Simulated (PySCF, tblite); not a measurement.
# C4H11GeNO: geometry, infrared bands and NMR shifts

Wanted: the infrared bands and NMR shifts of C4H11GeNO (`[NH2][GeH2][C@@H]1CC[C@H]1O`), by calculation.

Programs: tblite 0.8.0 and PySCF 2.14.0, with density-fitted response routines of our own. Each step states its level of theory. These are calculated values for one molecule in the gas phase, unless marked as measured. Atoms are numbered from 0 throughout.

**1. The starting structure**

18 atoms, charge 0, multiplicity 1; geometry from: force field or distance geometry start.

Bonds of the start (Å): N0–Ge1 1.85, Ge1–C2 1.95, C2–C3 1.49, C3–C4 1.52, C4–C5 1.51, C5–O6 1.40, C5–C2 1.52, N0–H7 1.03, N0–H8 1.04, Ge1–H9 1.55, Ge1–H10 1.57, C2–H11 1.10, C3–H12 1.12, C3–H13 1.11, C4–H14 1.10, C4–H15 1.10, C5–H16 1.11, O6–H17 0.99.

**2. Optimising the geometry with GFN2-xTB**

The job: settings as JSON, then the geometry in Å.

```
{"job": {"kind": "relax", "xc": "GFN2-xTB", "basis": "xTB"}, "charge": 0, "multiplicity": 1}
N     -2.604000     0.693400    -0.023200
Ge    -1.640400    -0.884700    -0.000400
C      0.146500    -0.438100    -0.631900
C      1.278900    -1.187900    -0.031000
C      1.995500     0.142300     0.115400
C      0.627700     0.788600     0.120300
O      0.605400     1.973300    -0.634200
H     -3.622800     0.563400     0.097900
H     -2.194500     1.427800     0.581100
H     -2.273800    -1.951000    -0.938000
H     -1.480700    -1.459400     1.448200
H      0.189000    -0.323800    -1.724900
H      1.013600    -1.679800     0.940500
H      1.768500    -1.900300    -0.733800
H      2.581400     0.357500    -0.795600
H      2.581100     0.278000     1.039400
H      0.211900     0.911600     1.145700
H      0.807900     2.695600     0.013000
```

Started as:

```bash
OMP_NUM_THREADS=1 python probes_run.py task.json out
```

The driver reads the jobs from task.json and runs them one after another.

The log of the run:

```text
step      E/eV     max force
  0    -626.87112    2.201
  1    -627.09938    0.715
  2    -627.18909    0.564
  3    -627.26238    0.402
  4    -627.27935    0.337
  5    -627.30008    0.345
  6    -627.31367    0.386
  7    -627.33021    0.332
  8    -627.34062    0.337
  9    -627.34862    0.220
 10    -627.35474    0.226
 11    -627.36123    0.194
 12    -627.36772    0.249
 13    -627.37313    0.195
 14    -627.37701    0.175
 15    -627.37994    0.128
 16    -627.38224    0.125
 17    -627.38422    0.125
 18    -627.38630    0.120
 19    -627.38897    0.143
 20    -627.39219    0.165
 21    -627.39509    0.116
 22    -627.39710    0.085
 23    -627.39865    0.080
 24    -627.40023    0.112
 25    -627.40180    0.096
 26    -627.40317    0.087
 27    -627.40443    0.082
 28    -627.40593    0.126
 29    -627.40768    0.138
 30    -627.40916    0.078
 31    -627.41004    0.072
 32    -627.41073    0.078
 33    -627.41166    0.130
 34    -627.41296    0.142
 35    -627.41427    0.094
 36    -627.41537    0.076
 37    -627.41608    0.059
 38    -627.41669    0.081
 39    -627.41719    0.064
 40    -627.41783    0.069
 41    -627.41837    0.059
 42    -627.41897    0.057
 43    -627.41962    0.061
 44    -627.42031    0.072
 45    -627.42094    0.061
 46    -627.42149    0.063
 47    -627.42193    0.056
 48    -627.42234    0.052
 49    -627.42280    0.061
 50    -627.42344    0.079
 51    -627.42418    0.098
 52    -627.42491    0.071
 53    -627.42545    0.051
 54    -627.42594    0.054
 55    -627.42648    0.076
 56    -627.42705    0.075
 57    -627.42748    0.049
 58    -627.42784    0.049
 59    -627.42819    0.056
 60    -627.42865    0.065
 61    -627.42910    0.048
 62    -627.42950    0.058
 63    -627.42983    0.061
 64    -627.43019    0.058
 65    -627.43065    0.060
 66    -627.43125    0.069
 67    -627.43195    0.085
 68    -627.43267    0.087
 69    -627.43325    0.065
 70    -627.43372    0.069
 71    -627.43421    0.062
 72    -627.43487    0.057
 73    -627.43542    0.055
 74    -627.43580    0.041
 75    -627.43612    0.040
 76    -627.43642    0.045
 77    -627.43679    0.053
 78    -627.43717    0.054
 79    -627.43750    0.040
 80    -627.43780    0.051
 81    -627.43811    0.057
 82    -627.43843    0.050
 83    -627.43876    0.048
 84    -627.43911    0.043
 85    -627.43951    0.060
 86    -627.43993    0.061
 87    -627.44036    0.049
 88    -627.44066    0.037
 89    -627.44087    0.034
 90    -627.44105    0.043
 91    -627.44131    0.039
 92    -627.44157    0.033
 93    -627.44178    0.029
 94    -627.44192    0.026
 95    -627.44203    0.025
 96    -627.44212    0.026
 97    -627.44223    0.027
 98    -627.44235    0.023
 99    -627.44246    0.027
100    -627.44256    0.023
101    -627.44267    0.026
102    -627.44283    0.032
103    -627.44303    0.035
104    -627.44324    0.038
105    -627.44340    0.035
106    -627.44353    0.030
107    -627.44371    0.033
108    -627.44395    0.041
109    -627.44420    0.037
110    -627.44436    0.033
111    -627.44443    0.017
112    -627.44446    0.016
113    -627.44451    0.014
114    -627.44456    0.019
115    -627.44461    0.025
116    -627.44468    0.025
117    -627.44476    0.022
118    -627.44484    0.027
119    -627.44491    0.024
120    -627.44498    0.025
121    -627.44507    0.026
122    -627.44520    0.037
123    -627.44536    0.042
124    -627.44552    0.032
125    -627.44567    0.033
126    -627.44580    0.028
127    -627.44593    0.030
128    -627.44605    0.032
129    -627.44614    0.022
130    -627.44621    0.018
131    -627.44627    0.014
132    -627.44631    0.017
133    -627.44635    0.015
134    -627.44638    0.010
```

Wall time 1.4 s (1 thread of Arm Neoverse N1, shared host); peak memory 0.18 GiB.

The steps of the relaxation: (not every step is listed)

| step | energy from step 0 (eV) | largest force (eV/Å) |
| --- | --- | --- |
| 0 | 0.0000 | 2.2014 |
| 1 | -0.2283 | 0.7150 |
| 2 | -0.3180 | 0.5641 |
| 3 | -0.3913 | 0.4016 |
| 4 | -0.4082 | 0.3375 |
| 5 | -0.4290 | 0.3449 |
| 6 | -0.4425 | 0.3856 |
| 7 | -0.4591 | 0.3318 |
| 8 | -0.4695 | 0.3371 |
| 20 | -0.5211 | 0.1646 |
| 32 | -0.5396 | 0.0782 |
| 44 | -0.5492 | 0.0722 |
| 56 | -0.5559 | 0.0745 |
| 68 | -0.5616 | 0.0875 |
| 80 | -0.5667 | 0.0513 |
| 92 | -0.5704 | 0.0329 |
| 104 | -0.5721 | 0.0381 |
| 116 | -0.5736 | 0.0245 |
| 128 | -0.5749 | 0.0324 |
| 129 | -0.5750 | 0.0220 |
| 130 | -0.5751 | 0.0178 |
| 131 | -0.5752 | 0.0144 |
| 132 | -0.5752 | 0.0173 |
| 133 | -0.5752 | 0.0150 |
| 134 | -0.5753 | 0.0095 |

Close pairs (by a distance rule), those that changed most:

| bond | before (Å) | after (Å) | change (Å) |
| --- | --- | --- | --- |
| C2–C3 | 1.485 | 1.539 | +0.054 |
| Ge1–H9 | 1.555 | 1.505 | -0.050 |
| Ge1–H10 | 1.567 | 1.525 | -0.042 |
| N0–Ge1 | 1.849 | 1.810 | -0.039 |
| C3–H12 | 1.121 | 1.090 | -0.031 |
| O6–H17 | 0.991 | 0.963 | -0.028 |
| C3–H13 | 1.114 | 1.088 | -0.026 |
| C4–C5 | 1.513 | 1.539 | +0.026 |

The final coordinates are the input of the step that follows.

**3. Vibrational analysis with GFN2-xTB**

The job: settings as JSON, then the geometry in Å.

```
{"job": {"kind": "ir", "xc": "GFN2-xTB", "basis": "xTB"}, "charge": 0, "multiplicity": 1}
N     -2.895034     0.388184    -0.351256
Ge    -1.698009    -0.847135     0.211787
C      0.059421    -0.292777    -0.484742
C      1.294656    -1.181924    -0.258728
C      2.097108     0.062498     0.141947
C      0.772432     0.833303     0.278395
O      0.669855     2.087701    -0.338295
H     -3.837880     0.345616     0.007451
H     -2.576601     1.346493    -0.317796
H     -2.191759    -2.163009    -0.327137
H     -1.616113    -1.000250     1.726675
H     -0.030407    -0.002074    -1.531475
H      1.161953    -1.871960     0.574519
H      1.654996    -1.733572    -1.124676
H      2.694691     0.452878    -0.680419
H      2.712477    -0.014670     1.037009
H      0.447868     0.894979     1.329574
H      1.271585     2.702036     0.095512
```

The log of the run:

```text
mode    cm-1     km/mol
  1      38.3      0.95
  2      65.4      2.18
  3     119.4      0.28
  4     170.2      2.50
  5     209.3     25.04
  6     232.1     13.16
  7     290.0    129.45
  8     313.4     22.82
  9     432.7      4.94
 10     452.7     53.79
 11     514.6    193.31
 12     554.0     95.50
 13     605.0     37.04
 14     656.8    206.77
 15     669.9     23.56
 16     710.5      6.39
 17     798.7    263.34
 18     825.3      6.39
 19     848.9    155.21
 20     927.3      1.88
 21     977.5      6.38
 22    1021.4     26.04
 23    1029.1      1.63
 24    1063.0     35.62
 25    1087.9      9.98
 26    1126.9     58.00
 27    1178.1      4.89
 28    1186.4     13.12
 29    1219.3     12.43
 30    1232.5     55.04
 31    1245.9      8.08
 32    1254.0      8.26
 33    1281.6     52.61
 34    1345.7     23.16
 35    1463.0      0.34
 36    1483.1      0.57
 37    1488.3     28.59
 38    1816.5    431.10
 39    1968.0    485.42
 40    2822.2     88.07
 41    2970.8     13.73
 42    2978.7     24.13
 43    2995.4     77.07
 44    3001.9     38.84
 45    3011.7     56.36
 46    3423.6      0.68
 47    3452.9      2.47
 48    3546.2      6.03
```

Run time: 0.96 s. Hardware: 1 thread of Arm Neoverse N1, shared host; peak memory 0.18 GiB.

Which atoms move in the most intense modes:

| cm⁻¹ | km/mol | atoms |
| --- | --- | --- |
| 290 | 129.4 | H17 86 % |
| 515 | 193.3 | H8 29 %, N0 27 %, H7 24 % |
| 554 | 95.5 | C2 25 %, O6 13 %, N0 10 % |
| 657 | 206.8 | H10 49 %, H8 15 % |
| 799 | 263.3 | H8 34 %, H7 29 %, H9 14 %, N0 11 % |
| 849 | 155.2 | H9 49 %, H10 42 % |
| 1816 | 431.1 | H10 97 % |
| 1968 | 485.4 | H9 97 % |

**4. Nuclear shieldings: PBE0/pcSseg-1**

The job, as its differences from that of step 3:

```diff
@@ -1,2 +1,2 @@
-{"job": {"kind": "ir", "xc": "GFN2-xTB", "basis": "xTB"}, "charge": 0, "multiplicity": 1}
+{"job": {"kind": "nmr", "xc": "PBE0", "basis": "pcSseg-1"}, "charge": 0, "multiplicity": 1}
 N     -2.895034     0.388184    -0.351256
```

Level: GIAO PBE0/pcSseg-1 NMR shielding, non-relativistic, gas phase.

The log of the run:

```text
coarse grid: 65632 points
cycle   1  E = -2365.0018174126  dE =  1.819e-01  |g| = 1.112e+00  |ddm| = 3.881e+00
cycle   2  E = -2364.8822952055  dE =  1.195e-01  |g| = 1.334e+00  |ddm| = 1.631e+00
cycle   3  E = -2365.1439137411  dE = -2.616e-01  |g| = 1.498e-01  |ddm| = 1.121e+00
cycle   4  E = -2365.1478419005  dE = -3.928e-03  |g| = 5.856e-02  |ddm| = 1.548e-01
cycle   5  E = -2365.1483708393  dE = -5.289e-04  |g| = 9.783e-03  |ddm| = 4.849e-02
cycle   6  E = -2365.1483923513  dE = -2.151e-05  |g| = 2.842e-03  |ddm| = 1.266e-02
cycle   7  E = -2365.1483941044  dE = -1.753e-06  |g| = 7.362e-04  |ddm| = 3.157e-03
final grid: 139168 points
cycle   8  E = -2365.1483004592  dE = -1.935e-08  |g| = 9.183e-04  |ddm| = 2.955e-03
cycle   9  E = -2365.1483003070  dE =  1.523e-07  |g| = 1.226e-03  |ddm| = 2.134e-03
cycle  10  E = -2365.1483006609  dE = -3.539e-07  |g| = 7.624e-05  |ddm| = 1.174e-03
cycle  11  E = -2365.1483006621  dE = -1.217e-09  |g| = 1.999e-05  |ddm| = 8.782e-05
cycle  12  E = -2365.1483006621  dE = -6.548e-11  |g| = 2.980e-06  |ddm| = 1.588e-05
converged SCF energy = -2365.1483006621

GIAO shielding tensors (ppm)
atom      isotropic    diamagn.    paramagn.     s11        s22        s33       span
  0 N      273.691     317.679     -43.988    231.170    264.062    325.842     94.672
  1 Ge    1385.034    2754.724   -1369.690   1291.838   1358.878   1504.387    212.549
  2 C      155.229     250.469     -95.240    138.593    152.951    174.143     35.550
  3 C      172.549     248.554     -76.005    156.912    173.960    186.775     29.863
  4 C      151.214     253.508    -102.294    131.838    144.624    177.179     45.341
  5 C      112.094     243.992    -131.898     87.736    103.950    144.595     56.859
  6 O      260.221     386.759    -126.538    214.667    256.026    309.970     95.303
  7 H       32.309      29.067       3.242     23.208     27.205     46.513     23.305
  8 H       31.892      32.722      -0.830     22.285     30.117     43.273     20.988
  9 H       27.109      28.779      -1.670     20.484     22.061     38.783     18.299
 10 H       26.790      29.475      -2.685     20.496     22.204     37.670     17.175
 11 H       29.264      32.261      -2.997     26.236     29.773     31.783      5.548
 12 H       30.150      30.952      -0.802     26.177     29.258     35.016      8.839
 13 H       29.751      29.839      -0.087     25.972     26.336     36.946     10.974
 14 H       29.613      30.823      -1.210     26.744     27.830     34.267      7.523
 15 H       29.351      30.426      -1.075     25.925     26.486     35.643      9.718
 16 H       27.204      32.015      -4.811     24.803     27.910     28.900      4.096
 17 H       30.932      31.103      -0.171     22.390     26.822     43.584     21.194
```

Run time: 58 s. Hardware: 1 thread of Arm Neoverse N1, shared host; peak memory 0.82 GiB.

The references, computed at this level on geometries of the same kind, shield at (ppm): ¹H TMS 31.72, ¹³C TMS 186.9, ¹⁵N NH3 267.7, ¹⁷O H2O 336.1, ⁷³Ge GeMe4 1331. Their shielding less the atom's gives the shift. The references are single molecules in the gas phase, so shifts against H2O, NH3, PH3, H3PO4 or CFCl3 are not on the usual liquid scales and can be off by tens of ppm. Atoms listed in one row are averaged.

| atoms | environment | σ (ppm) | δ (ppm) |
| --- | --- | --- | --- |
| C5 | sp3 CH bonded to O | 112.1 | 74.8 |
| C4 | sp3 CH2 in a ring | 151.2 | 35.7 |
| C2 | sp3 CH bonded to Ge | 155.2 | 31.7 |
| C3 | sp3 CH2 in a ring | 172.5 | 14.4 |
| H10 | hydrogen on a germanium bonded to C, N | 26.79 | 4.93 |
| H9 | hydrogen on a germanium bonded to C, N | 27.11 | 4.61 |
| H16 | hydrogen on an sp3 CH bonded to O | 27.20 | 4.51 |
| H11 | hydrogen on an sp3 CH bonded to Ge | 29.26 | 2.45 |
| H15 | hydrogen on an sp3 CH2 in a ring | 29.35 | 2.37 |
| H14 | hydrogen on an sp3 CH2 in a ring | 29.61 | 2.10 |
| H13 | hydrogen on an sp3 CH2 in a ring | 29.75 | 1.97 |
| H12 | hydrogen on an sp3 CH2 in a ring | 30.15 | 1.57 |
| H17 | hydrogen on an alcohol oxygen | 30.93 | 0.78 |
| H7, H8 | hydrogen on a nitrogen bonded to Ge | 32.10 | -0.38 |
| N0 | nitrogen bonded to Ge, 2 H | 273.7 | -6.0 |
| Ge1 | germanium bonded to C, N, 2 H | 1385 | -54 |
| O6 | alcohol oxygen | 260.2 | 75.9 |

Charges from the same density, by scheme (e):

| atoms | Mulliken | IAO | Hirshfeld | ESP fit |
| --- | --- | --- | --- | --- |
| N0 | -0.67 | -0.81 | -0.33 | -0.99 |
| Ge1 | 0.68 | 0.76 | 0.37 | 0.55 |
| C2 | -0.54 | -0.37 | -0.11 | -0.27 |
| C3 | -0.14 | -0.26 | -0.07 | -0.15 |
| C4 | -0.18 | -0.29 | -0.08 | -0.12 |
| C5 | 0.09 | 0.10 | 0.04 | 0.35 |
| O6 | -0.44 | -0.55 | -0.23 | -0.63 |

Mayer bond orders: N0–Ge1 0.96, Ge1–C2 0.88, C2–C3 0.99, C3–C4 1.05, C4–C5 1.02, C5–O6 0.97, C5–C2 0.95.

Ring of atoms C2, C3, C4, C5: NICS(0) -1.4, NICS(1) -1.0, NICS(1)zz 4.1 ppm (means of both faces).

**5. Outcome**

| quantity | value |
| --- | --- |
| strongest single infrared mode (GFN2-xTB) | 1968 cm⁻¹, 485 km/mol |
| zero-point energy (GFN2-xTB) | 88.8 kcal/mol |
| ¹³C shifts against TMS (PBE0/pcSseg-1) | 74.8, 35.7, 31.7, 14.4 ppm |
| ¹H shifts against TMS (PBE0/pcSseg-1, means over atoms taken as alike) | 4.93, 4.61, 4.51, 2.45, 2.37, 2.10, 1.97, 1.57, 0.78, -0.38 ppm |
| ¹⁵N shifts against NH3 (PBE0/pcSseg-1) | -6.0 ppm |
| ⁷³Ge shifts against GeMe4 (PBE0/pcSseg-1) | -54 ppm |
| ¹⁷O shifts against H2O (PBE0/pcSseg-1) | 75.9 ppm |

In words: Over 134 steps the energy fell by 0.575 eV; of the close pairs, C2–C3 changed most, 1.485 to 1.539 Å. No mode is imaginary among the 48: a minimum at this level. The strongest single mode, at 1968 cm⁻¹, moves mainly H9. Unscaled tight-binding wavenumbers are off by several per cent, some by more. Its intensities can rank the bands wrongly. At PBE0/pcSseg-1: The widest tensor belongs to Ge1: span 213 ppm, with a paramagnetic part of -1370 ppm. Spin-orbit coupling is left out, which matters for shieldings and couplings at and beside the heavy atoms.
